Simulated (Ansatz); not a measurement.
Run this with Ansatz 0.2.0 through its Python package and show what comes out.

The script reads `alh5se.xyz`:
```text
7

Al   -0.48610   -0.56870   -0.43750
Se    1.00190    0.17530    1.25400
H    -0.48200   -2.10740   -0.63780
H    -1.94430   -0.10130   -0.02960
H    -0.15640    0.17900   -1.84720
H     1.88810    0.87360    0.19550
H     0.24000    1.48160    1.45690
```

The script, `cas_alh5se.py`:
```python
"""Active-space calculation on AlH5Se."""

import ansatz as az

molecule = az.Crystal.molecule_from_extxyz("alh5se.xyz")

calculation = (
    molecule.calculation()
    .basis(gaussian="def2-SVP")
    .correlation(active_electrons=2, active_orbitals=2)  # correlation on top of the mean field
)
for method in [None, "sc_nevpt2"]:
    r = (calculation if method is None else calculation.correlation(method)).run(threads=1, backend="cpu").report
    space = r["configurations"]
    state = space["states"][0]
    print(method or "casscf", f"total {r['free_energy_ev'] / 27.211386246:.6f} Ha, active-space state {state['energy']['hartree']:.6f} Ha, mean field {r['reference_energy_ev'] / 27.211386246:.6f} Ha")
    print("  determinants", state["n_determinants"], " natural occupations", [round(n, 3) for n in space["natural_occupations"]])
print("effectively unpaired electrons, sum of min(n, 2 - n):", round(sum(min(n, 2 - n) for n in space["natural_occupations"]), 3))
```

Output of `python cas_alh5se.py`:
```text
casscf total -2644.258517 Ha, active-space state -2644.258517 Ha, mean field -2644.239884 Ha
  determinants 4  natural occupations [1.964, 0.036]
sc_nevpt2 total -2644.576682 Ha, active-space state -2644.258514 Ha, mean field -2644.239884 Ha
  determinants 4  natural occupations [1.964, 0.036]
effectively unpaired electrons, sum of min(n, 2 - n): 0.072
```

Reading the output:
- Total energies depend on the basis set; only differences at equal settings carry meaning.
- The geometry is a force-field or estimated start, not a minimum of this method, and the basis set is short of its limit. The active space starts as a window about the frontier orbitals and is then optimised, not chosen by chemistry.
- Wall time of the script: 10 s on 1 thread of Arm Neoverse V1, with other jobs on the host, peak memory 0.19 GiB.
